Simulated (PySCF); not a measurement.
# [WO3Br]−: other spin states and a change of charge

How does [WO3Br]− respond at fixed geometry? The runs cover other spin states and a change of charge. The structure is generated, not taken from experiment.

Computed with PySCF 2.14.0. Level: TPSS, W def2-SVP with ECP60, O def2-SVP, Br def2-SVP; scalar-relativistic core potentials, no spin–orbit coupling.

4 further runs of the same task are left out: 2 for a known fault of the program, 1 that didn't finish, 1 set aside as unsound or not needed.

## Step 1: The system as given

5 atoms, charge -1, spin multiplicity 1.

Bond lengths: W1–O2 1.760 Å, W1–O3 1.760 Å, W1–O4 1.760 Å, W1–Br5 2.535 Å. Angles: O2–W1–O3 108.6°, O2–W1–O4 108.6°, O2–W1–Br5 110.4°, O3–W1–O4 108.6°, O3–W1–Br5 110.4°, O4–W1–Br5 110.4°.

Coordinates:

```
atom    x (Å)    y (Å)    z (Å)
  W1   0.2842  -0.2842   0.2842
  O2   1.3113   0.7095   1.3113
  O3  -0.7095  -1.3113   1.3113
  O4   1.3113  -1.3113  -0.7095
 Br5  -1.1796   1.1796  -1.1796
```

Formal oxidation states: W +6. An earlier session relaxed this geometry at TPSS, W def2-SVP with ECP60, O def2-SVP, Br def2-SVP (singlet, point group C3v).

Its energy there is -2866.698888 Eh.

## Step 2: Multiplicity 3 at the relaxed geometry

File run.py (the lines that set the calculation):

```python
mol = gto.M(atom='''
W      0.28421    -0.28421     0.28421
O      1.31128     0.70950     1.31128
O     -0.70950    -1.31128     1.31128
O      1.31128    -1.31128    -0.70950
Br    -1.17961     1.17961    -1.17961''',
    basis={'W': 'def2-SVP', 'O': 'def2-SVP', 'Br': 'def2-SVP'},
    ecp={'W': 'def2-SVP'},
    charge=-1, spin=2)
mf = dft.UKS(mol, xc='TPSS')
mf.grids.atom_grid = (50, 194)
mf = mf.density_fit()  # fitting sets: W def2-universal-JKFIT, O def2-universal-JKFIT, Br def2-universal-JKFIT
mf.conv_tol = 1e-08; mf.max_cycle = 55
mf.kernel(dm0)  # dm0: free metal ions and neutral atoms
```

Command:

```
$ OMP_NUM_THREADS=2 python run.py
```

Log:

```text
init E= -2946.46383395705
  HOMO = 0.105469938842  LUMO = 0.109533106678  gap/eV = 0.11056
cycle= 1 E= -2849.82631474244  delta_E= 96.6  |g|= 8.42  |ddm|=  5.1
cycle= 2 E= -2736.54767710749  delta_E=  113  |g|= 12.4  |ddm|= 38.7
  HOMO = -0.165737116946  LUMO = -0.154744972681  gap/eV = 0.29911
cycle= 3 E= -2844.69846424745  delta_E= -108  |g|= 4.59  |ddm|= 38.6
cycle= 4 E= -2762.45417651398  delta_E= 82.2  |g|= 9.23  |ddm|=   34
cycle= 5 E= -2801.85557434462  delta_E= -39.4  |g|= 8.64  |ddm|= 28.7
cycle= 6 E= -2823.48643476677  delta_E= -21.6  |g|= 8.41  |ddm|= 6.69
cycle= 7 E= -2826.69472384637  delta_E= -3.21  |g|= 8.06  |ddm|=  1.9
cycle= 8 E= -2834.3445384624  delta_E= -7.65  |g|= 7.52  |ddm|= 3.02
  HOMO = 0.211327451803  LUMO = 0.217440781543  gap/eV = 0.16635
cycle= 9 E= -2849.53173972021  delta_E= -15.2  |g|= 5.69  |ddm|= 3.01
cycle= 10 E= -2854.01944866544  delta_E= -4.49  |g|= 4.07  |ddm|= 3.82
cycle= 11 E= -2854.84899241701  delta_E= -0.83  |g|= 3.93  |ddm|= 5.42
cycle= 12 E= -2866.06578625809  delta_E= -11.2  |g|= 1.09  |ddm|= 7.17
cycle= 13 E= -2864.68776284742  delta_E= 1.38  |g|= 2.02  |ddm|= 2.43
cycle= 14 E= -2865.93174319399  delta_E= -1.24  |g|= 1.05  |ddm|= 2.23
cycle= 15 E= -2866.17667811304  delta_E= -0.245  |g|= 0.834  |ddm|= 2.42
cycle= 16 E= -2866.37901389362  delta_E= -0.202  |g|= 0.592  |ddm|= 2.12
cycle= 17 E= -2866.36753969854  delta_E= 0.0115  |g|= 0.569  |ddm|= 1.44
cycle= 18 E= -2866.48025874302  delta_E= -0.113  |g|= 0.307  |ddm|= 0.455
...
cycle= 40 E= -2866.52772759898  delta_E= -8.52e-08  |g|= 0.000102  |ddm|= 0.000887
cycle= 41 E= -2866.52772758579  delta_E= 1.32e-08  |g|= 0.000493  |ddm|= 0.00183
cycle= 42 E= -2866.52772760474  delta_E= -1.9e-08  |g|= 0.000621  |ddm|= 0.00175
cycle= 43 E= -2866.52772768135  delta_E= -7.66e-08  |g|= 0.000661  |ddm|= 0.00169
cycle= 44 E= -2866.52772783212  delta_E= -1.51e-07  |g|= 0.000591  |ddm|= 0.00159
cycle= 45 E= -2866.52772798937  delta_E= -1.57e-07  |g|= 0.000496  |ddm|= 0.00144
cycle= 46 E= -2866.52772810742  delta_E= -1.18e-07  |g|= 0.000448  |ddm|= 0.00138
cycle= 47 E= -2866.52772822505  delta_E= -1.18e-07  |g|= 0.000374  |ddm|= 0.00127
cycle= 48 E= -2866.52772788045  delta_E= 3.45e-07  |g|= 0.00097  |ddm|= 0.00246
cycle= 49 E= -2866.52772824874  delta_E= -3.68e-07  |g|= 0.000659  |ddm|= 0.00161
cycle= 50 E= -2866.52772826029  delta_E= -1.16e-08  |g|= 0.00077  |ddm|= 0.00186
cycle= 51 E= -2866.52772865582  delta_E= -3.96e-07  |g|= 0.000207  |ddm|= 0.00116
cycle= 52 E= -2866.52772871989  delta_E= -6.41e-08  |g|= 0.00018  |ddm|= 0.000959
cycle= 53 E= -2866.52772877141  delta_E= -5.15e-08  |g|= 0.000195  |ddm|= 0.00101
cycle= 54 E= -2866.52772883287  delta_E= -6.15e-08  |g|= 0.00011  |ddm|= 0.000848
cycle= 55 E= -2866.52772886849  delta_E= -3.56e-08  |g|= 0.000204  |ddm|= 0.00103
SCF not converged.
macro= 0  E= -2866.52772931781  delta_E= -4.49324e-07  |g|= 0.000204189  1 KF 5 JK
macro= 1  E= -2866.52773026154  delta_E= -9.4373e-07  |g|= 0.000140323  2 KF 12 JK
macro= 2  E= -2866.52773026156  delta_E= -1.18234e-11  |g|= 2.19203e-05  1 KF 2 JK
macro X = 3  E=-2866.52773026156  |g|= 2.19203e-05  total 5 KF 23 JK
converged SCF energy = -2866.52773026156  <S^2> = 2.0126562  2S+1 = 3.0084256
```

Run time: 66 s. Hardware: 2 threads of Arm Neoverse V1, shared host.

Read off: E = -2866.527730 Eh (+4.657 eV from the relaxed state), HOMO 2.83 eV, LUMO -1.66 eV (over both spins), ⟨S²⟩ = 2.013, Mulliken charge on W1 +0.72 e. The highest filled level lies above zero; it isn't the detachment energy. An empty level of one spin lies below a filled level of the other.

## Step 3: One electron removed, multiplicity 2

run.py (the lines that set the calculation): that of step 2 with these lines changed.

```diff
@@ -8,3 +8,3 @@
     ecp={'W': 'def2-SVP'},
-    charge=-1, spin=2)
+    charge=0, spin=1)
 mf = dft.UKS(mol, xc='TPSS')
@@ -13,2 +13,2 @@
 mf.conv_tol = 1e-08; mf.max_cycle = 55
-mf.kernel(dm0)  # dm0: free metal ions and neutral atoms
+mf.kernel(dm0)  # dm0: the density of the relaxed state
```

Command:

```
$ OMP_NUM_THREADS=2 python run.py
```

Log:

```text
init E= -2866.70366392484
  HOMO = -0.0708267260344  LUMO = -0.0651757734379  gap/eV = 0.15377
cycle= 1 E= -2866.46087354344  delta_E= 0.243  |g|= 0.316  |ddm|= 0.667
cycle= 2 E= -2865.63487320792  delta_E= 0.826  |g|= 1.23  |ddm|= 1.46
  HOMO = -0.321973350779  LUMO = -0.309128739685  gap/eV = 0.34952
cycle= 3 E= -2866.49352788624  delta_E= -0.859  |g|= 0.193  |ddm|= 1.39
  HOMO = -0.305490760722  LUMO = -0.298880919971  gap/eV = 0.17986
cycle= 4 E= -2866.48350166578  delta_E= 0.01  |g|= 0.256  |ddm|= 0.407
  HOMO = -0.3034321516  LUMO = -0.29982658727  gap/eV = 0.09811
cycle= 5 E= -2866.49976305627  delta_E= -0.0163  |g|= 0.178  |ddm|= 0.533
cycle= 6 E= -2866.34713357379  delta_E= 0.153  |g|= 0.415  |ddm|= 1.03
  HOMO = -0.303008984174  LUMO = -0.296622262023  gap/eV = 0.17379
cycle= 7 E= -2866.51286909727  delta_E= -0.166  |g|= 0.047  |ddm|= 1.03
  HOMO = -0.300365527831  LUMO = -0.297939206979  gap/eV = 0.06602
cycle= 8 E= -2866.51232657997  delta_E= 0.000543  |g|= 0.0661  |ddm|= 0.105
  HOMO = -0.299989342043  LUMO = -0.298319982439  gap/eV = 0.04543
cycle= 9 E= -2866.51397735178  delta_E= -0.00165  |g|= 0.0284  |ddm|= 0.135
cycle= 10 E= -2866.35524847063  delta_E= 0.159  |g|= 0.416  |ddm|= 1.03
cycle= 11 E= -2866.35611500084  delta_E= -0.000867  |g|= 0.414  |ddm|= 0.0453
cycle= 12 E= -2866.35764169286  delta_E= -0.00153  |g|= 0.413  |ddm|= 0.0704
cycle= 13 E= -2866.51439017782  delta_E= -0.157  |g|= 0.00758  |ddm|= 1.02
cycle= 14 E= -2866.49877083119  delta_E= 0.0156  |g|= 0.14  |ddm|= 0.487
...
  HOMO = -0.298979199238  LUMO = -0.200072828029  gap/eV = 2.69138
cycle= 48 E= -2866.51438692363  delta_E= 3.79e-08  |g|= 0.000846  |ddm|= 0.000791
  HOMO = -0.298980607166  LUMO = -0.200073010036  gap/eV = 2.69141
cycle= 49 E= -2866.51438701426  delta_E= -9.06e-08  |g|= 0.000903  |ddm|= 0.000785
  HOMO = -0.298978199855  LUMO = -0.200080610651  gap/eV = 2.69114
cycle= 50 E= -2866.51438700667  delta_E= 7.59e-09  |g|= 0.00105  |ddm|= 0.000773
  HOMO = -0.298959240595  LUMO = -0.200090987854  gap/eV = 2.69034
cycle= 51 E= -2866.51438618756  delta_E= 8.19e-07  |g|= 0.00173  |ddm|= 0.000878
  HOMO = -0.298960099945  LUMO = -0.200090584752  gap/eV = 2.69038
cycle= 52 E= -2866.51438580864  delta_E= 3.79e-07  |g|= 0.00199  |ddm|= 0.000656
  HOMO = -0.298962359242  LUMO = -0.200091694904  gap/eV = 2.69041
cycle= 53 E= -2866.51438585819  delta_E= -4.95e-08  |g|= 0.00201  |ddm|= 0.000633
  HOMO = -0.298971351547  LUMO = -0.20007999072  gap/eV = 2.69097
cycle= 54 E= -2866.51438679271  delta_E= -9.35e-07  |g|= 0.00157  |ddm|= 0.000911
  HOMO = -0.298988712912  LUMO = -0.200068676232  gap/eV = 2.69175
cycle= 55 E= -2866.51438766289  delta_E= -8.7e-07  |g|= 0.00109  |ddm|= 0.00109
SCF not converged.
macro= 0  E= -2866.51438412706  delta_E= 3.53583e-06  |g|= 0.00108816  2 KF 8 JK
macro= 1  E= -2866.51438449153  delta_E= -3.64473e-07  |g|= 7.18144e-05  2 KF 9 JK
macro= 2  E= -2866.51438449154  delta_E= -1.27329e-11  |g|= 1.42892e-05  1 KF 2 JK
macro X = 3  E=-2866.51438449154  |g|= 1.42892e-05  total 6 KF 23 JK
converged SCF energy = -2866.51438449154  <S^2> = 0.76766396  2S+1 = 2.0175866
```

It took 63 s on 2 threads of Arm Neoverse V1, shared host.

Read off: E = -2866.514384 Eh (+5.021 eV from the relaxed state), HOMO -8.14 eV, LUMO -8.17 eV (over both spins), ⟨S²⟩ = 0.768, Mulliken charge on W1 +1.08 e. An empty level of one spin lies below a filled level of the other.

## Step 4: Results

| state | energy from the relaxed state (eV) | ⟨S²⟩ | time |
| --- | --- | --- | --- |
| charge -1, singlet, vacuum (relaxed) | 0 | 0.00 |  |
| charge -1, triplet, vacuum | 4.66 | 2.01 | 66 s |
| charge 0, doublet, vacuum | 5.02 | 0.77 | 63 s |

An electron taken off or put on is at rest in vacuum. 

Removing an electron vertically costs 5.02 eV (doublet), against −HOMO = 1.85 eV. The triplet lies 4.66 eV above at this geometry. The bases are small and lack diffuse functions. Spin–orbit coupling is left out.
